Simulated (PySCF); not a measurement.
# A gas-phase reaction: ClHOZn + GeH4O → ClGeH3OZn + H2O

What reaction energy should one expect for `[OH][Zn][Cl]` + `[OH][GeH3]` → `[Cl][Zn][O][GeH3]` + `O`?

Programs: PySCF 2.14.0. All values are calculated, for the isolated system unless a continuum is named. Atoms count from 0, parts from 1.

## 1. The system as given

Each species was relaxed by itself at PBE0-D3(BJ)/def2-SVPD.

## 2. Energies of the species: wB97M-D3(BJ)/def2-TZVPD

Job settings and geometry (Å):

```
{"job": {"kind": "react", "xc": "wB97M-D3(BJ)", "basis": "def2-TZVPD"}, "charge": 0, "multiplicity": 1}
-1 ClHOZn charge 0 multiplicity 1
O      0.924130     0.617180     0.697910
Zn    -0.169620    -0.222060    -0.420730
Cl    -1.357520    -1.215710    -1.857120
H      0.603010     0.820580     1.579940

-1 GeH4O charge 0 multiplicity 1
O     -0.109070     1.310600     0.479570
Ge     0.214690    -0.343250    -0.137360
H     -1.017500     1.453960     0.757970
H     -0.070800    -1.374190     0.970820
H     -0.676810    -0.623220    -1.361860
H      1.698220    -0.313170    -0.513180

+1 ClGeH3OZn charge 0 multiplicity 1
Cl     1.588130     2.437370    -2.809710
Zn     0.896240     0.875360    -1.568000
O      0.358670    -0.492520    -0.598090
Ge    -0.528180    -0.663810     0.929720
H      0.291470    -0.029500     2.072380
H     -1.894070     0.044950     0.814740
H     -0.712280    -2.171850     1.158950

+1 H2O charge 0 multiplicity 1
O     -0.001100     0.389290     0.009140
H     -0.762330    -0.196770    -0.005860
H      0.763460    -0.192480    -0.003300
```

With the program's defaults for keys left out, this is: wB97M-D3(BJ)/def2-TZVPD reaction energy of separated species, gas phase.

Started as:

```console
OMP_NUM_THREADS=1 python cluster_run.py task.json out
```

This one command runs all jobs of the session in turn.

Output:

```text
species 1 (ClHOZn)
coarse grid: 21408 points
cycle   1  E = -2315.4668131604  dE = -1.768e-01  |g| = 1.107e+00  |ddm| = 1.722e+00
cycle   2  E = -2315.3051241276  dE =  1.617e-01  |g| = 1.785e+00  |ddm| = 1.604e+00
cycle   3  E = -2315.6368090773  dE = -3.317e-01  |g| = 8.198e-02  |ddm| = 8.526e-01
cycle   4  E = -2315.6382445412  dE = -1.435e-03  |g| = 3.604e-02  |ddm| = 1.054e-01
cycle   5  E = -2315.6384574211  dE = -2.129e-04  |g| = 1.330e-02  |ddm| = 2.874e-02
cycle   6  E = -2315.6384961976  dE = -3.878e-05  |g| = 6.976e-03  |ddm| = 1.374e-02
cycle   7  E = -2315.6385076634  dE = -1.147e-05  |g| = 1.074e-03  |ddm| = 8.265e-03
cycle   8  E = -2315.6385087219  dE = -1.059e-06  |g| = 4.540e-04  |ddm| = 3.460e-03
final grid: 41368 points
cycle   9  E = -2315.6383911442  dE = -1.125e-07  |g| = 3.883e-04  |ddm| = 1.056e-03
cycle  10  E = -2315.6383911413  dE =  2.921e-09  |g| = 6.152e-04  |ddm| = 3.639e-04
cycle  11  E = -2315.6383911671  dE = -2.580e-08  |g| = 4.398e-05  |ddm| = 1.745e-04
cycle  12  E = -2315.6383911684  dE = -1.241e-09  |g| = 3.785e-05  |ddm| = 8.766e-05
cycle  13  E = -2315.6383911688  dE = -4.575e-10  |g| = 1.241e-05  |ddm| = 6.625e-05
converged SCF energy = -2315.6383911688

species 2 (GeH4O)
coarse grid: 22488 points
cycle   1  E = -2154.5901761700  dE = -6.618e-01  |g| = 8.995e-01  |ddm| = 1.847e+00
cycle   2  E = -2154.5369561776  dE =  5.322e-02  |g| = 1.105e+00  |ddm| = 1.025e+00
cycle   3  E = -2154.7043155775  dE = -1.674e-01  |g| = 6.730e-02  |ddm| = 5.245e-01
cycle   4  E = -2154.7048882258  dE = -5.726e-04  |g| = 3.558e-02  |ddm| = 5.473e-02
cycle   5  E = -2154.7050397238  dE = -1.515e-04  |g| = 3.597e-03  |ddm| = 2.039e-02
cycle   6  E = -2154.7050439241  dE = -4.200e-06  |g| = 5.664e-04  |ddm| = 5.935e-03
final grid: 45736 points
cycle   7  E = -2154.7049669360  dE = -1.816e-07  |g| = 3.671e-04  |ddm| = 1.920e-03
cycle   8  E = -2154.7049669445  dE = -8.445e-09  |g| = 3.962e-04  |ddm| = 5.610e-04
cycle   9  E = -2154.7049669691  dE = -2.464e-08  |g| = 4.191e-05  |ddm| = 1.747e-04
cycle  10  E = -2154.7049669699  dE = -7.958e-10  |g| = 2.356e-05  |ddm| = 8.086e-05
converged SCF energy = -2154.7049669699

species 3 (ClGeH3OZn)
coarse grid: 33768 points
cycle   1  E = -4393.6481543426  dE = -7.334e-01  |g| = 1.309e+00  |ddm| = 2.380e+00
cycle   2  E = -4393.3947193018  dE =  2.534e-01  |g| = 2.049e+00  |ddm| = 2.147e+00
cycle   3  E = -4393.8681376233  dE = -4.734e-01  |g| = 1.536e-01  |ddm| = 1.220e+00
cycle   4  E = -4393.8708035349  dE = -2.666e-03  |g| = 6.217e-02  |ddm| = 1.393e-01
cycle   5  E = -4393.8713054639  dE = -5.019e-04  |g| = 1.017e-02  |ddm| = 5.979e-02
cycle   6  E = -4393.8713466566  dE = -4.119e-05  |g| = 5.141e-03  |ddm| = 1.661e-02
cycle   7  E = -4393.8713544500  dE = -7.793e-06  |g| = 2.770e-03  |ddm| = 8.395e-03
final grid: 65152 points
cycle   8  E = -4393.8711691262  dE = -1.527e-07  |g| = 3.780e-03  |ddm| = 4.246e-03
cycle   9  E = -4393.8711674905  dE =  1.636e-06  |g| = 6.106e-03  |ddm| = 3.280e-03
cycle  10  E = -4393.8711706123  dE = -3.122e-06  |g| = 2.674e-04  |ddm| = 1.924e-03
cycle  11  E = -4393.8711706313  dE = -1.905e-08  |g| = 1.620e-04  |ddm| = 2.277e-04
cycle  12  E = -4393.8711706411  dE = -9.792e-09  |g| = 3.989e-05  |ddm| = 4.069e-04
cycle  13  E = -4393.8711706416  dE = -4.957e-10  |g| = 7.670e-06  |ddm| = 5.200e-05
converged SCF energy = -4393.8711706416

species 4 (H2O)
coarse grid: 10128 points
cycle   1  E = -76.4117501530  dE = -7.453e-02  |g| = 5.872e-01  |ddm| = 8.994e-01
cycle   2  E = -76.4087432530  dE =  3.007e-03  |g| = 6.461e-01  |ddm| = 5.038e-01
cycle   3  E = -76.4759336241  dE = -6.719e-02  |g| = 2.731e-02  |ddm| = 2.374e-01
cycle   4  E = -76.4760588265  dE = -1.252e-04  |g| = 5.497e-03  |ddm| = 1.609e-02
cycle   5  E = -76.4760675033  dE = -8.677e-06  |g| = 8.214e-04  |ddm| = 5.831e-03
final grid: 21952 points
cycle   6  E = -76.4760630193  dE = -1.975e-07  |g| = 5.843e-04  |ddm| = 1.373e-03
cycle   7  E = -76.4760630262  dE = -6.844e-09  |g| = 6.465e-04  |ddm| = 6.469e-04
cycle   8  E = -76.4760630898  dE = -6.362e-08  |g| = 3.199e-05  |ddm| = 2.236e-04
cycle   9  E = -76.4760630906  dE = -8.231e-10  |g| = 4.134e-06  |ddm| = 1.105e-04
converged SCF energy = -76.4760630906

Reaction energy = -2.625 kcal/mol
```

It took 25 s on 1 thread of Arm Neoverse V2, shared host; peak memory 0.78 GiB.

Species by species (with the dispersion term, which the log's SCF energies lack):

```csv
ν,species,energy (Eh),HOMO (eV)
-1,[OH][Zn][Cl],-2315.64081,-11.17
-1,[OH][GeH3],-2154.70856,-10.90
+1,[Cl][Zn][O][GeH3],-4393.87674,-10.72
+1,O,-76.47682,-11.72
```

## 3. Energies of the species: PBE0-D3(BJ)/def2-TZVPD

The job, as its differences from that of step 2:

```diff
@@ -1,2 +1,2 @@
-{"job": {"kind": "react", "xc": "wB97M-D3(BJ)", "basis": "def2-TZVPD"}, "charge": 0, "multiplicity": 1}
+{"job": {"kind": "react", "xc": "PBE0", "basis": "def2-TZVPD", "disp": "d3bj"}, "charge": 0, "multiplicity": 1}
 -1 ClHOZn charge 0 multiplicity 1
```

Method: PBE0-D3(BJ)/def2-TZVPD reaction energy of separated species, gas phase.

Output:

```text
species 1 (ClHOZn)
coarse grid: 21408 points
cycle   1  E = -2314.8468549681  dE = -9.370e-02  |g| = 1.259e+00  |ddm| = 1.801e+00
cycle   2  E = -2313.9090947994  dE =  9.378e-01  |g| = 2.810e+00  |ddm| = 2.761e+00
cycle   3  E = -2315.0476091854  dE = -1.139e+00  |g| = 2.940e-01  |ddm| = 2.100e+00
cycle   4  E = -2315.0579715947  dE = -1.036e-02  |g| = 2.057e-01  |ddm| = 3.016e-01
cycle   5  E = -2315.0635690510  dE = -5.597e-03  |g| = 2.953e-02  |ddm| = 8.904e-02
cycle   6  E = -2315.0637435946  dE = -1.745e-04  |g| = 1.082e-02  |ddm| = 3.094e-02
cycle   7  E = -2315.0637619727  dE = -1.838e-05  |g| = 1.893e-03  |ddm| = 8.052e-03
cycle   8  E = -2315.0637626373  dE = -6.646e-07  |g| = 4.040e-04  |ddm| = 1.669e-03
final grid: 41368 points
cycle   9  E = -2315.0637441980  dE = -5.256e-08  |g| = 4.592e-04  |ddm| = 9.375e-04
cycle  10  E = -2315.0637441684  dE =  2.953e-08  |g| = 6.530e-04  |ddm| = 9.288e-04
cycle  11  E = -2315.0637442501  dE = -8.169e-08  |g| = 1.702e-04  |ddm| = 5.027e-04
cycle  12  E = -2315.0637442525  dE = -2.407e-09  |g| = 1.232e-05  |ddm| = 5.410e-05
cycle  13  E = -2315.0637442526  dE = -2.728e-11  |g| = 3.960e-06  |ddm| = 1.151e-05
converged SCF energy = -2315.0637442526

species 2 (GeH4O)
coarse grid: 22488 points
cycle   1  E = -2154.1995168555  dE = -5.692e-01  |g| = 9.744e-01  |ddm| = 1.831e+00
cycle   2  E = -2153.8645621313  dE =  3.350e-01  |g| = 1.657e+00  |ddm| = 1.304e+00
cycle   3  E = -2154.3210164423  dE = -4.565e-01  |g| = 2.081e-01  |ddm| = 8.753e-01
cycle   4  E = -2154.3275579361  dE = -6.541e-03  |g| = 4.912e-02  |ddm| = 1.349e-01
cycle   5  E = -2154.3277657444  dE = -2.078e-04  |g| = 6.960e-03  |ddm| = 2.819e-02
cycle   6  E = -2154.3277765801  dE = -1.084e-05  |g| = 1.358e-03  |ddm| = 5.741e-03
cycle   7  E = -2154.3277769648  dE = -3.847e-07  |g| = 1.786e-04  |ddm| = 1.085e-03
final grid: 45736 points
cycle   8  E = -2154.3277714194  dE = -2.564e-08  |g| = 1.849e-04  |ddm| = 1.477e-03
cycle   9  E = -2154.3277714146  dE =  4.829e-09  |g| = 2.677e-04  |ddm| = 2.878e-04
cycle  10  E = -2154.3277714258  dE = -1.124e-08  |g| = 3.707e-05  |ddm| = 1.438e-04
cycle  11  E = -2154.3277714260  dE = -2.210e-10  |g| = 1.056e-05  |ddm| = 2.605e-05
converged SCF energy = -2154.3277714260

species 3 (ClGeH3OZn)
coarse grid: 33768 points
cycle   1  E = -4392.7482223373  dE = -6.335e-01  |g| = 1.455e+00  |ddm| = 2.434e+00
cycle   2  E = -4391.4761002392  dE =  1.272e+00  |g| = 3.153e+00  |ddm| = 3.435e+00
cycle   3  E = -4392.9715877707  dE = -1.495e+00  |g| = 4.969e-01  |ddm| = 2.685e+00
cycle   4  E = -4393.0099758155  dE = -3.839e-02  |g| = 1.926e-01  |ddm| = 4.041e-01
cycle   5  E = -4393.0141980856  dE = -4.222e-03  |g| = 8.395e-02  |ddm| = 9.757e-02
cycle   6  E = -4393.0147380425  dE = -5.400e-04  |g| = 1.430e-02  |ddm| = 4.486e-02
cycle   7  E = -4393.0147698844  dE = -3.184e-05  |g| = 2.436e-03  |ddm| = 9.886e-03
cycle   8  E = -4393.0147710901  dE = -1.206e-06  |g| = 5.400e-04  |ddm| = 2.412e-03
final grid: 65152 points
cycle   9  E = -4393.0147630517  dE = -7.515e-08  |g| = 7.104e-04  |ddm| = 2.199e-03
cycle  10  E = -4393.0147629495  dE =  1.021e-07  |g| = 1.249e-03  |ddm| = 1.563e-03
cycle  11  E = -4393.0147631552  dE = -2.057e-07  |g| = 2.187e-04  |ddm| = 8.110e-04
cycle  12  E = -4393.0147631618  dE = -6.629e-09  |g| = 1.687e-05  |ddm| = 1.288e-04
cycle  13  E = -4393.0147631618  dE = -2.638e-11  |g| = 5.806e-06  |ddm| = 1.763e-05
converged SCF energy = -4393.0147631618

species 4 (H2O)
coarse grid: 2328 points
cycle   1  E = -76.3044322081  dE = -5.297e-03  |g| = 6.571e-01  |ddm| = 9.011e-01
cycle   2  E = -76.1882131719  dE =  1.162e-01  |g| = 1.036e+00  |ddm| = 7.256e-01
cycle   3  E = -76.3820323742  dE = -1.938e-01  |g| = 3.132e-02  |ddm| = 4.396e-01
cycle   4  E = -76.3822146757  dE = -1.823e-04  |g| = 5.864e-03  |ddm| = 1.606e-02
cycle   5  E = -76.3822198146  dE = -5.139e-06  |g| = 7.850e-04  |ddm| = 2.507e-03
final grid: 21952 points
cycle   6  E = -76.3808944516  dE = -1.509e-05  |g| = 3.446e-03  |ddm| = 9.317e-03
cycle   7  E = -76.3808924888  dE =  1.963e-06  |g| = 4.749e-03  |ddm| = 3.319e-03
cycle   8  E = -76.3808961997  dE = -3.711e-06  |g| = 2.519e-04  |ddm| = 1.963e-03
cycle   9  E = -76.3808962104  dE = -1.062e-08  |g| = 2.399e-05  |ddm| = 1.101e-04
cycle  10  E = -76.3808962105  dE = -1.123e-10  |g| = 3.291e-06  |ddm| = 1.515e-05
converged SCF energy = -76.3808962105

Reaction energy = -3.083 kcal/mol
```

Wall time 14 s (1 thread of Arm Neoverse V2, shared host); peak memory 0.75 GiB.

Reaction energy at this level: -3.08 kcal/mol.

## 4. Comparing the runs

Energies in kcal/mol, with wall time:

```csv
run,reaction,time
wB97M-D3(BJ)/def2-TZVPD,-2.63,25 s
PBE0-D3(BJ)/def2-TZVPD,-3.08,14 s
```

## 5. Summary of results

| quantity | value |
| --- | --- |
| reaction energy (wB97M-D3(BJ)/def2-TZVPD) | -2.63 kcal/mol |
| ΔH, ΔG at 298 K (xTB thermal terms) | -2.6, -1.7 kcal/mol |
| range of the reaction energy over the runs of this table | -3.08 to -2.63 kcal/mol |

In words: The reaction is exothermic by 2.6 kcal/mol in the gas phase; dispersion gives -0.19, and xTB itself gave -0.32 for the electronic energy (xTB energies and thermal terms come from the earlier relaxation of each species, not shown). No barrier was sought. The reaction energy runs from -3.08 (PBE0-D3(BJ)/def2-TZVPD) to -2.63 kcal/mol (wB97M-D3(BJ)/def2-TZVPD).
